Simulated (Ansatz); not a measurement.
# AlH4NOS: the cost of one run

Method: UKS PBE-D4/def2-SVP, in Ansatz 0.2.0.

## (1) The starting structure

Bond lengths: Al1–N2 2.240 Å, Al1–S3 2.120 Å, Al1–O5 1.634 Å, N2–H6 1.011 Å, N2–H7 1.011 Å, O5–H8 0.948 Å. Angles: Al1–N2–H6 127.0°, Al1–N2–H7 122.9°, H6–N2–H7 108.9°, N2–Al1–S3 86.8°, N2–Al1–O5 119.4°, S3–Al1–O5 153.7°, Al1–O5–H8 175.6°.

Coordinates:

```xyz
8

Al   -0.9237   -0.0104   -0.2586
N     1.2151   -0.1674    0.3892
S    -0.7963   -2.0646   -0.7649
H     0.6907   -1.2884   -0.1225
O    -1.6768    1.4378   -0.1946
H     1.5564   -0.3563    1.3214
H     1.9875    0.1415   -0.1855
H    -2.0529    2.3078   -0.1844
```

## (2) A restrained relaxation towards end A

Springs on the bonds that form and break draw the guess towards this end; the thresholds are loose.

Contents of input.yaml:

```yaml
crystal:
  periodic: [false, false, false]
  atoms:
    - { symbol: Al, position_ang: [-0.9237, -0.0104, -0.2586] }
    - { symbol: "N", position_ang: [1.2151, -0.1674, 0.3892] }
    - { symbol: S, position_ang: [-0.7963, -2.0646, -0.7649] }
    - { symbol: H, position_ang: [0.6907, -1.2884, -0.1225] }
    - { symbol: O, position_ang: [-1.6768, 1.4378, -0.1946] }
    - { symbol: H, position_ang: [1.5564, -0.3563, 1.3214] }
    - { symbol: H, position_ang: [1.9875, 0.1415, -0.1855] }
    - { symbol: H, position_ang: [-2.0529, 2.3078, -0.1844] }
magnetization:
  spin_polarized: true
basis:
  gaussian: { orbitals: def2-SVP }
hamiltonian:
  xc: pbe
  dispersion: d4
relax:
  f_tol: 0.15
  max_steps: 25
  restrain:
    - { distance: [3, 1], at: 2.32, k: 30.0 }
    - { distance: [0, 1], at: 1.92, k: 30.0 }
    - { distance: [3, 2], at: 1.36, k: 30.0 }
output:
  orbitals: {}
```

The run is started by

```
ansatz run input.yaml --threads 2 --pin off --max-ram 3072MiB --backend cpu --events-out ev --progress --plain --runs-dir out
```

What time and memory should one allow on 2 threads of Arm Neoverse V1, shared host?

About 28 s, with a peak of 0.17 GiB.
